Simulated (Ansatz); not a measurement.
# CH5AlOSe: the cost of one run

Computed with Ansatz 0.2.0. Level: RHF/def2-SVP.

## Step 1: The system as given

SMILES `C[Se][AlH][OH]`, 9 atoms, charge 0, spin multiplicity 1.

Atoms are counted from 1 here; the program's logs count them from 0.

Bond lengths: C1–Se2 1.986 Å, C1–H5 1.107 Å, C1–H6 1.105 Å, C1–H7 1.105 Å, Se2–Al3 2.325 Å, Al3–O4 1.717 Å, Al3–H8 1.590 Å, O4–H9 0.969 Å. Angles: Se2–C1–H5 111.3°, Se2–C1–H6 108.4°, Se2–C1–H7 108.2°, H5–C1–H6 109.5°, H5–C1–H7 109.5°, H6–C1–H7 110.0°, C1–Se2–Al3 96.4°, Se2–Al3–O4 122.7°, Se2–Al3–H8 120.7°, O4–Al3–H8 116.7°, Al3–O4–H9 126.5°.

Geometry (Å):

```
C    -0.0410    1.0226   -1.5655
Se    0.2864    1.2962    0.3739
Al    0.0041   -0.9244    1.0007
O     0.1365   -1.4518    2.6290
H    -0.2243   -0.0445   -1.7949
H    -0.9243    1.6198   -1.8571
H     0.8505    1.3710   -2.1181
H    -0.3241   -2.0381   -0.0859
H     0.3247   -0.8971    3.4010
```

This geometry comes from a loose relaxation at PBE in a small basis, which is not shown.

## Step 3: The grid

- dihedral Se2–Al3–O4–H9: 12 values from −180 to 150 °, periodic
- dihedral C1–Se2–Al3–O4: 12 values from −180 to 150 °, periodic

Relaxed at each point: all other coordinates. Energies count from the relaxed molecule at the same level. Points are written as (first, second).

(The set-up runs are not shown.)

## Step 4: Point (60°, 90°)

input.yaml

```yaml
crystal:
  periodic: [false, false, false]
  atoms:
    - { symbol: C, position_ang: [0.318157, 1.016932, -1.58199] }
    - { symbol: Se, position_ang: [-0.523624, 1.167618, 0.192282] }
    - { symbol: Al, position_ang: [-0.780837, -0.789304, 1.402951] }
    - { symbol: O, position_ang: [0.370397, -1.388158, 2.4722] }
    - { symbol: H, position_ang: [-0.116246, 0.237531, -2.200949] }
    - { symbol: H, position_ang: [0.196574, 1.994793, -2.037442] }
    - { symbol: H, position_ang: [1.377773, 0.834689, -1.430982] }
    - { symbol: H, position_ang: [-2.081003, -1.645935, 1.211328] }
    - { symbol: H, position_ang: [0.798656, -1.10075, 3.257618] }
basis:
  gaussian: { orbitals: def2-SVP }
hamiltonian:
  xc: hf
output:
  forces: true
relax:
  f_tol: 0.02
  max_steps: 50
  escape_saddle: false
  constraints: [{ sites: [1, 2, 3, 8] }, { sites: [0, 1, 2, 3] }]
scf:
  lower_state_search: "off"
```

Started as:

```
$ ansatz run input.yaml --threads 1 --pin off --max-ram 2560MiB --backend cpu --events-out ev --progress --plain --runs-dir out
```

What time and memory should one allow on 1 thread of Arm Neoverse V2, shared host?

About 16 s, with a peak of 0.21 GiB.
